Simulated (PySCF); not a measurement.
**A diatomic session: GaN−**

The task here is to estimate one member of a computed series from the others.

The runs use PySCF 2.14.0; Ga aug-pcseg-1, N aug-pcseg-1, no relativity.

3 further runs of the same task are left out: 1 that didn't finish, 2 set aside as unsound or not needed.

Set-up of the first run:

The job is set up so:

```yaml
atoms: Ga, N
charge: -1
basis: Ga aug-pcseg-1, N aug-pcseg-1
Hamiltonian: no relativity
basis_functions: 59
electrons_treated: 39
masses_in_u: 68.9256, 14.0031
levels: PBE0, PBE, r²SCAN, B3LYP, BP86, TPSSh, ωB97X, HF, MP2, SCS-MP2
grid: 80 radial by 434 angular points
occupations: held fixed by the projection of orbital angular momentum
dissociation_limit: Ga− + N, each in its ground configuration
starting_distance_in_angstrom: 1.960
values_of_2S_to_try: 1, 3, 5
```

Run with:

```
$ OMP_NUM_THREADS=1 python dia.py task.json out
```

Among the steps run: Input; First curve: PBE0; Excited determinants; PBE; r²SCAN; B3LYP (global hybrid GGA); BP86 (GGA); TPSSh; ωB97X (range-separated hybrid); ROHF.

One table of the session follows, with a row left open; its other results are not shown here.

Energy (eV) from each level's lowest point:

```
R (Å)   ROHF  ROHF-MP2  ROHF-SCS-MP2    PBE   BP86
1.591  0.937     1.184         1.184  1.124  1.126
1.665      ?         ?             ?      ?      ?
1.739  0.081     0.201         0.200  0.189  0.190
1.794  0.000     0.060         0.059  0.055  0.056
1.850  0.005     0.000         0.000  0.000  0.000
1.905  0.076     0.002         0.003  0.004  0.004
1.980  0.246     0.076         0.078  0.079  0.079
2.072  0.540     0.246         0.250  0.247  0.247
2.183  0.962     0.518         0.524  0.510  0.512
2.331  1.573     0.948         0.955  0.897  0.901
```

Estimate the missing values for R (Å) = 1.665.

Worked estimate for «ROHF». A straight line through the neighbours (1.591, 0.937) and (1.739, 0.081) gives 0.937 + (0.081 − 0.937) × (1.665 − 1.591) / (1.739 − 1.591) = 0.509; a parabola fitted to 3 rows on both sides gives 0.393.

**Answer.** ROHF: 0.368; ROHF-MP2: 0.560; ROHF-SCS-MP2: 0.558; PBE: 0.529; BP86: 0.531. In «ROHF» the line misses by +0.141 and the parabola by +0.025.

To keep in mind: Lowest PBE0 solution found, without spin–orbit coupling: ²Π (doublet), unpaired electrons π ↑. Warnings in the runs' records: inverted.
